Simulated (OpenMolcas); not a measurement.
# Pt⁴⁺ with 6 ligands (fluoride): CASSCF and CASPT2 levels and susceptibility

Aim: the ligand-field states of Pt⁴⁺ in this surrounding, its lowest levels with spin-orbit coupling and its magnetic susceptibility.

The numbers are computed with OpenMolcas 26.06 (state-averaged CASSCF and CASPT2, spin-orbit coupling by RASSI with atomic mean-field integrals), except any that are marked as measured or tabulated.

## (1) What is computed

| Quantity | Value |
| --- | --- |
| Species | Pt⁴⁺ (platinum, Z = 78, 74 electrons) |
| Basis | ANO-RCC-VDZP [7s6p4d2f], 143 functions with the ligands |
| Scalar Hamiltonian | DKH2, point nucleus |
| Inactive shells | 1s 2s 2p 3s 3p 3d 4s 4p 4d 4f 5s 5p of the metal, and all ligand shells |
| Active space | 6 electrons in 5 orbitals (5d) |
| Some configurations of this space | 5d⁶ |
| Orbitals | optimised for each spin and parity, averaged over all roots |

The outer shells:

5d6
```
5d [↑↓][↑ ][↑ ][↑ ][↑ ]
```

Pt⁴⁺ is taken with 6 ligands (fluoride) in trigonal antiprism coordination (D3d) at 1.94 Å, a polar angle of 54.2° against the regular 54.74°. A charge of +0.333 e stands 3.2 Å behind each ligand. Ligand basis ANO-RCC-VDZP. The distances are assumed, not relaxed.

```xyz
7

Pt    0.0000    0.0000    0.0000
F     0.0000    1.5732    1.1351
F    -1.3625   -0.7866    1.1351
F     1.3625   -0.7866    1.1351
F     0.0000   -1.5732   -1.1351
F     1.3625    0.7866   -1.1351
F    -1.3625    0.7866   -1.1351
```

Each step is its own input file, run in one work folder so that later steps find the files of earlier ones. Labels, J, g values, rates, χT and fits are worked out afterwards by a script from the matrices that RASSI stores. The input lists half of the charges; inversion (Group=XYZ) makes the rest.

## (2) GATEWAY and SEWARD: basis and integrals

a.inp

```
&GATEWAY
Coord
7

Pt 0.0 0.0 0.0
F 0.000000 1.573231 1.135140
F -1.362458 -0.786616 1.135140
F 1.362458 -0.786616 1.135140
F 0.000000 -1.573231 -1.135140
F 1.362458 0.786616 -1.135140
F -1.362458 0.786616 -1.135140
Basis=Pt.ANO-RCC-VDZP,F.ANO-RCC-VDZP
Group=XYZ
NoMove
AngMom=0.0 0.0 0.0
AMFI
RICD
XField
3 Angstrom 0
0.000000 4.168252 3.007536 0.333333
3.609812 -2.084127 3.007536 0.333333
3.609812 2.084127 -3.007536 0.333333
&SEWARD
```

Run with:

```bash
> OMP_NUM_THREADS=1 MOLCAS_MEM=2457 MOLCAS_PROJECT=a pymolcas a.inp > a.log
```

## (3) Reference wave functions, quintets of even parity, 5 roots

a.inp

```
&RASSCF
FileOrb=start.orb
Symmetry=1
Spin=5
nActEl=6 0 0
Inactive=30 34
Ras2=5 0
CIRoot=5 5 1
SDav=5
CIMx=300
Iter=150 100
PrWF=0.3
OrbListing=Nothing
MaxOrb=0
LevShft=1.0
>>> COPY $Project.JobIph JOB001
```

start.orb holds start orbitals that the driver prepared beforehand, or those of the step before.

## (4) Reference wave functions, triplets of even parity, 45 roots

a.inp

```
&RASSCF
FileOrb=start.orb
Symmetry=1
Spin=3
nActEl=6 0 0
Inactive=30 34
Ras2=5 0
CIRoot=45 45 1
SDav=45
CIMx=300
Iter=150 100
PrWF=0.3
OrbListing=Nothing
MaxOrb=0
LevShft=1.0
>>> COPY $Project.JobIph JOB002
```

## (5) Reference wave functions, singlets of even parity, 50 roots

a.inp

```
&RASSCF
FileOrb=start.orb
Symmetry=1
Spin=1
nActEl=6 0 0
Inactive=30 34
Ras2=5 0
CIRoot=50 50 1
SDav=50
CIMx=300
Iter=150 100
PrWF=0.3
OrbListing=Nothing
MaxOrb=0
LevShft=1.0
>>> COPY $Project.JobIph JOB003
```

## (6) State interaction with spin-orbit coupling

a.inp

```
&RASSI
NrOfJobIphs=3 5 45 50
1 2 3 4 5
1 2 3 4 5 6 7 8 9 10 11 12 13 14 15 16 17 18 19 20 21 22 23 24 25 26 27
28 29 30 31 32 33 34 35 36 37 38 39 40 41 42 43 44 45
1 2 3 4 5 6 7 8 9 10 11 12 13 14 15 16 17 18 19 20 21 22 23 24 25 26 27
28 29 30 31 32 33 34 35 36 37 38 39 40 41 42 43 44 45 46 47 48 49 50
IphNames
JOB001
JOB002
JOB003
EJob
SpinOrbit
DIPRint=1.0
SOCoupling=1000.0
Subsets=2
Property=9
'ANGMOM' 1 'ANGMOM' 2 'ANGMOM' 3 'MLTPL  1' 1 'MLTPL  1' 2 'MLTPL  1' 3
'AMFI' 1 'AMFI' 2 'AMFI' 3
SOProperty=3
'ANGMOM' 1 'ANGMOM' 2 'ANGMOM' 3
```

## (7) CASPT2: IPEA 0.25, imaginary shift 0.1 (closed shells correlated: 5s 5p of the metal, with ligand shells; the Frozen line counts the rest)

a.inp

```
>>> COPY JOB001 $Project.JobIph
&CASPT2
Multistate=5 1 2 3 4 5
NoMult
Frozen=17 19
IPEA=0.25
Imaginary=0.1
MaxIter=60
WThr=0.0 0.3 0.05
PrWF=0.5
NoMix
>>> COPY JOB002 $Project.JobIph
&CASPT2
Multistate=45 1 2 3 4 5 6 7 8 9 10 11 12 13 14 15 16 17 18 19 20 21 22
23 24 25 26 27 28 29 30 31 32 33 34 35 36 37 38 39 40 41 42 43 44 45
NoMult
Frozen=17 19
IPEA=0.25
Imaginary=0.1
MaxIter=60
WThr=0.0 0.3 0.05
PrWF=0.5
NoMix
>>> COPY JOB003 $Project.JobIph
&CASPT2
Multistate=50 1 2 3 4 5 6 7 8 9 10 11 12 13 14 15 16 17 18 19 20 21 22
23 24 25 26 27 28 29 30 31 32 33 34 35 36 37 38 39 40 41 42 43 44 45 46
47 48 49 50
NoMult
Frozen=17 19
IPEA=0.25
Imaginary=0.1
MaxIter=60
WThr=0.0 0.3 0.05
PrWF=0.5
NoMix
```

(Steps that only read results are left out.)

Before running it: what results should come out? Wanted: spin-free ground state; first state of the same spin within the active space; lowest level; next level.

As calculated:

```
                                            quantity                                                                                                                                          value
                                              method  SS-CASPT2, IPEA 0.25, imaginary shift 0.1 (closed shells correlated: 5s 5p of the metal, with ligand shells; the Frozen line counts the rest)
                              spin-free ground state                                                                                                                1A1, 1-fold in its orbital part
first state of the same spin within the active space                                                                                                                              1A2 at 27100 cm⁻¹
                                        lowest level                                                                                                                                      1-fold A1
                                          next level                                                                                                                                   21669.3 cm⁻¹
                                         χT at 300 K                                                                                                                                 0.02 cm³ K/mol
                           effective moment at 300 K                                                                                                                                        0.38 μB
```

Cost by method:

| method | time of its own steps | time with the reference |
| --- | --- | --- |
| A. CASSCF | 48 s | 48 s |
| B. SS-CASPT2, IPEA 0.25, imaginary shift 0.1, +5s 5p | 4.3 min | 5.1 min |

Times are of one thread on a shared host.

What this shows: The spin-free ground state (1A1) is 1-fold and has less than the highest spin computed. CASPT2 does not keep the components of a term degenerate, and the means are used. With metal d orbitals alone active, the gaps between spin states are rough; where two lie within a few thousand cm-1, their order is open. The bonds are covalent and no ligand orbital is active, so the numbers are rough.
